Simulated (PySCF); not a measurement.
Here is a PySCF 2.14.0 calculation.

run.py

```python
import json
import numpy as np
from pyscf.pbc import gto, scf, dft, df

cell = gto.Cell()
cell.a = '''
 12.0000000000    0.0000000000    0.0000000000
  0.0000000000   12.0000000000    0.0000000000
  0.0000000000    0.0000000000   12.0000000000'''
cell.atom = '''
Si   5.4573000000    5.5847499600    6.1209999600
Cl   7.4076000000    5.0526500400    6.4818000000
H    4.6184000400    5.0778500400    7.2309999600
H    5.0346000000    4.9804500000    4.8369999600
H    5.3784999600    7.0615500000    6.0471999600'''
cell.unit = 'A'
cell.basis = 'def2-svp'
cell.exp_to_discard = 0
cell.precision = 1e-08
cell.max_memory = 2520  # MB
cell.verbose = 4
cell.build()

res = {}
kpts = cell.make_kpts([1, 1, 1])
mf = dft.KRKS(cell, kpts, xc='pbe')
mf = mf.density_fit()
mf.with_df._cderi_to_save = 'cderi.h5'
mf.with_df.build(j_only=False)
mf.conv_tol = 1e-07
mf.max_cycle = 60

mf.kernel()
res.update(converged=bool(mf.converged), e_tot=mf.e_tot, nelec=cell.nelectron, nao=cell.nao, mesh=list(map(int, cell.mesh)), a=cell.lattice_vectors().tolist(), coords=cell.atom_coords().tolist(),
           mo_energy=[np.real(x).tolist() for x in mf.mo_energy], mo_occ=[np.real(x).tolist() for x in mf.mo_occ])
res.update(kpts=cell.get_scaled_kpts(kpts).tolist())
res['parts'] = {k: float(np.real(v)) for k, v in mf.scf_summary.items() if np.isscalar(v)}
json.dump(res, open('results.json', 'w'))
if not mf.converged:
    raise SystemExit('SCF not converged')

print('levels (eV)')
for i, kp in enumerate(res['kpts'][:40]):
    print('k %7.4f %7.4f %7.4f  ' % tuple(kp), ' '.join('%.3f' % (x * 27.211386) for x in res['mo_energy'][i][:22]))

# Mulliken populations
dm, s = np.asarray(mf.make_rdm1()), np.asarray(mf.get_ovlp())
sites = cell.aoslice_by_atom()[:, 2:]
tot = np.einsum('kij,kji->i', dm, s).real / len(kpts)
res['mulliken'] = [cell.atom_charge(i) - tot[a0:a1].sum() for i, (a0, a1) in enumerate(sites)]
print('Mulliken charges', np.round(res['mulliken'], 5))
res['meta_lowdin'] = mf.mulliken_meta()[1].tolist()

# density on a uniform mesh
grids = dft.gen_grid.UniformGrids(cell)
grids.mesh = [61, 61, 61]
grids.build()
ni = dft.numint.KNumInt()
rho = [ni.get_rho(cell, x, grids, kpts) for x in [dm]]
np.save('rho.npy', np.reshape(rho, (-1, *grids.mesh)))
res['done'] = True
json.dump(res, open('results.json', 'w'))
```

Potentials or basis: def2-svp (all-electron).

Run with:

```console
$ OMP_NUM_THREADS=2 python -u run.py > log
```

Question: Predict the meta-löwdin charges.

Answer: Si +0.50; Cl -0.26; H -0.08 e.

Question: Predict the gap between the frontier levels.

Answer: 6.86 eV.

Caveat: this is a molecule in a periodic box at the Γ point, so its band gap is the HOMO-LUMO gap; the basis of atomic orbitals isn't converged, which shifts pressures, moduli and gaps.
